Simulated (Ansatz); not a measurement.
# CH6BNO2: one species, many methods

Aim: compute CH6BNO2 with functionals from several rungs and with coupled cluster, and see how far each lands from CCSD(T) at the basis-set limit for the atomisation energy.

Computed with Ansatz 0.2.0, Gaussian basis. Level: functionals in def2-TZVPP, the program's frozen cores in correlated methods.

The runs, in order: PBE-D4, r2SCAN-D4, PBE0-D4, B3LYP-D4, ωB97X-V, ωB97M-V, B2PLYP; CCSD(T)/def2-TZVPP; CCSD(T)/def2-QZVPP; extrapolation to the limit.

## 1. The geometry

An earlier PBE0-D4 in a triple-zeta def2 set relaxation fixed the geometry.

SMILES `OBNCO`, 11 atoms, charge 0, spin multiplicity 1.

Atoms are counted from 1 here; the program's logs count them from 0.

Bond lengths: O1–B2 1.366 Å, O1–H6 0.960 Å, B2–N3 1.407 Å, B2–H7 1.198 Å, N3–C4 1.433 Å, N3–H8 1.010 Å, C4–O5 1.406 Å, C4–H9 1.095 Å, C4–H10 1.093 Å, O5–H11 0.962 Å. Angles: B2–O1–H6 114.8°, O1–B2–N3 124.1°, O1–B2–H7 117.1°, N3–B2–H7 118.8°, B2–N3–C4 124.8°, B2–N3–H8 121.5°, C4–N3–H8 113.5°, N3–C4–O5 113.3°, N3–C4–H9 107.4°, N3–C4–H10 111.0°, O5–C4–H9 111.7°, O5–C4–H10 104.9°, H9–C4–H10 108.6°, C4–O5–H11 107.8°.

As a file:

```
O    -0.7712    1.7389    1.6624
B    -0.2750    1.1839    0.5171
N    -0.3863   -0.1802    0.1890
C     0.1574   -0.7857   -0.9906
O     1.2413   -1.6419   -0.7265
H    -1.2184    1.1230    2.2473
H     0.2867    1.9169   -0.2457
H    -0.8202   -0.8405    0.8180
H     0.4369    0.0222   -1.6751
H    -0.5853   -1.4176   -1.4834
H     1.9343   -1.1190   -0.3124
```

## 2. PBE-D4 (GGA)

The input, in.yaml:

```yaml
crystal:
  periodic: [false, false, false]
  atoms:
    - {symbol: O, position_ang: [-0.771185, 1.738935, 1.662371]}
    - {symbol: B, position_ang: [-0.275036, 1.183900, 0.517077]}
    - {symbol: N, position_ang: [-0.386311, -0.180244, 0.189046]}
    - {symbol: C, position_ang: [0.157362, -0.785660, -0.990560]}
    - {symbol: O, position_ang: [1.241251, -1.641926, -0.726495]}
    - {symbol: H, position_ang: [-1.218444, 1.122963, 2.247268]}
    - {symbol: H, position_ang: [0.286698, 1.916941, -0.245707]}
    - {symbol: H, position_ang: [-0.820246, -0.840520, 0.817957]}
    - {symbol: H, position_ang: [0.436911, 0.022189, -1.675111]}
    - {symbol: H, position_ang: [-0.585331, -1.417615, -1.483410]}
    - {symbol: H, position_ang: [1.934341, -1.118975, -0.312445]}
basis:
  gaussian: {orbitals: def2-TZVPP}
hamiltonian: {xc: pbe, dispersion: d4}
output: {forces: true, orbitals: {seedname: orbitals}}
```

Command:

```sh
$ ansatz run in.yaml --threads 2 --pin off --events-out ev --progress --plain --max-ram 32768MiB --backend cpu
```

Further steps of the session: r2SCAN-D4 (meta-GGA); PBE0-D4 (hybrid); B3LYP-D4 (hybrid); ωB97X-V (range-separated); ωB97M-V (range-separated); B2PLYP (double hybrid); CCSD(T) in def2-TZVPP; CCSD(T) in def2-QZVPP.

**Question.** What will the summary of the whole plan be? Wanted: atomisation energy, CCSD(T)/CBS; farthest; mean size of error, hybrid; mean size of error, range-separated; gap, smallest and largest; T1 diagnostic; triples share of the correlation energy.

As calculated:

```
                               quantity                                  value
        atomisation energy, CCSD(T)/CBS                          4328.2 kJ/mol
 functionals within 21.6 kJ/mol (0.5 %)  r2SCAN-D4, PBE0-D4, B3LYP-D4, ωB97X-V
                               farthest                 PBE-D4 (+120.3 kJ/mol)
             mean size of error, hybrid                            13.8 kJ/mol
    mean size of error, range-separated                            21.4 kJ/mol
              gap, smallest and largest   6.10 eV (PBE-D4), 12.68 eV (ωB97X-V)
                          T1 diagnostic                                 0.0118
triples share of the correlation energy                                  3.6 %
```

PBE-D4 misses by +120.3 kJ/mol. Double hybrids carry the basis error of their MP2 part in triple zeta, and no dispersion term here, so their miss is partly the set-up's. The reference freezes the cores and leaves out relativity and excitations past (T), so misses under about 21.6 kJ/mol can't be ranked. Hartree-Fock recovers 71 % of the binding; the rest is correlation. Orbital gaps span 6.1 to 12.7 eV; exact exchange widens them.
